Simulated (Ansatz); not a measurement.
# C₂H₆OSn: up Jacob's ladder to CCSD(T)

How much do the methods differ for C₂H₆OSn? The plan is to run it at one geometry with functionals of several rungs and with coupled cluster, and see how far each lands from CCSD(T) at the basis-set limit for the atomisation energy.

Method: functionals in def2-TZVPP, the program's frozen cores in correlated methods; program: Ansatz 0.2.0, Gaussian basis.

Levels to be run: PBE-D4, r2SCAN-D4, PBE0-D4, B3LYP-D4, ωB97X-V, ωB97M-V, B2PLYP; CCSD(T)/def2-TZVPP; MP2/def2-QZVPP; extrapolation to the limit.

## (1) The relaxed structure

An earlier PBE0-D4 in a triple-zeta def2 set relaxation fixed the geometry. Sn takes the def2 core potential; no spin-orbit term is included.

10 atoms, charge 0, spin multiplicity 1.

Atoms are counted from 1 here; the program's logs count them from 0.

Bond lengths: O1–Sn2 2.008 Å, O1–H5 0.960 Å, Sn2–H6 1.776 Å, C3–C4 1.345 Å, C3–H7 1.083 Å, C3–H8 1.084 Å, C4–H9 1.085 Å, C4–H10 1.084 Å. Angles: Sn2–O1–H5 111.6°, O1–Sn2–H6 92.6°, C4–C3–H7 121.6°, C4–C3–H8 121.2°, H7–C3–H8 117.1°, C3–C4–H9 121.0°, C3–C4–H10 121.7°, H9–C4–H10 116.9°.

Coordinates:

```xyz
10
charge 0, multiplicity 1
O    -1.1639    0.7774   -1.6965
Sn   -0.7915    1.4845    0.1460
C     0.2654   -1.0772    0.6066
C     1.2702   -0.2070    0.4047
H    -0.7532    1.3199   -2.3731
H    -1.8985    0.3208    0.9049
H    -0.0377   -1.3739    1.6035
H    -0.2664   -1.5243   -0.2251
H     1.6185    0.0209   -0.5970
H     1.8402    0.2076    1.2288
```

## (2) PBE-D4 (GGA)

Contents of in.yaml:

```yaml
crystal:
  periodic: [false, false, false]
  atoms:
    - {symbol: O, position_ang: [-1.163903, 0.777434, -1.696481]}
    - {symbol: Sn, position_ang: [-0.791455, 1.484494, 0.146040]}
    - {symbol: C, position_ang: [0.265406, -1.077243, 0.606647]}
    - {symbol: C, position_ang: [1.270216, -0.206965, 0.404718]}
    - {symbol: H, position_ang: [-0.753162, 1.319935, -2.373108]}
    - {symbol: H, position_ang: [-1.898458, 0.320815, 0.904869]}
    - {symbol: H, position_ang: [-0.037746, -1.373857, 1.603541]}
    - {symbol: H, position_ang: [-0.266448, -1.524316, -0.225094]}
    - {symbol: H, position_ang: [1.618528, 0.020924, -0.597016]}
    - {symbol: H, position_ang: [1.840225, 0.207580, 1.228783]}
basis:
  gaussian: {orbitals: def2-TZVPP}
hamiltonian: {xc: pbe, dispersion: d4}
output: {forces: true, orbitals: {seedname: orbitals}}
```

Launch:

```console
> ansatz run in.yaml --threads 4 --pin off --events-out ev --progress --plain --max-ram 10444MiB
```

Further steps of the session: r2SCAN-D4 (meta-GGA); PBE0-D4 (hybrid); B3LYP-D4 (hybrid); ωB97X-V (range-separated); ωB97M-V (range-separated); B2PLYP (double hybrid); CCSD(T) in def2-TZVPP; MP2 in def2-QZVPP.

Before running them: what should the planned runs give, taken together? Wanted: atomisation energy, CCSD(T)/CBS; farthest; mean size of error, hybrid; mean size of error, range-separated; gap, smallest and largest; T1 diagnostic; triples share of the correlation energy.

**Answer**, as computed:

| quantity | value |
| --- | --- |
| atomisation energy, CCSD(T)/CBS | 3524.0 kJ/mol |
| functionals within 35.2 kJ/mol (1.0 %) | r2SCAN-D4, PBE0-D4, B3LYP-D4, ωB97X-V, ωB97M-V |
| farthest | B2PLYP (-59.7 kJ/mol) |
| mean size of error, hybrid | 24.8 kJ/mol |
| mean size of error, range-separated | 24.3 kJ/mol |
| gap, smallest and largest | 3.21 eV (PBE-D4), 9.03 eV (ωB97X-V) |
| T1 diagnostic | 0.0159 |
| triples share of the correlation energy | 3.7 % |

PBE-D4 misses by +49.3 kJ/mol. Double hybrids carry the basis error of their MP2 part in triple zeta, and no dispersion term here, so their miss is partly the set-up's. The reference freezes the cores and leaves out spin-orbit coupling and excitations past (T), and its outer-core shells are covered unevenly, so misses under about 35.2 kJ/mol can't be ranked. All levels share the lack of spin-orbit coupling, which lowers the free heavy atoms and so the true binding. Hartree-Fock recovers 70 % of the binding; the rest is correlation. Orbital gaps span 3.2 to 9.0 eV; exact exchange widens them. Correlated methods include outer-core shells of Sn, which these sets cover unevenly.
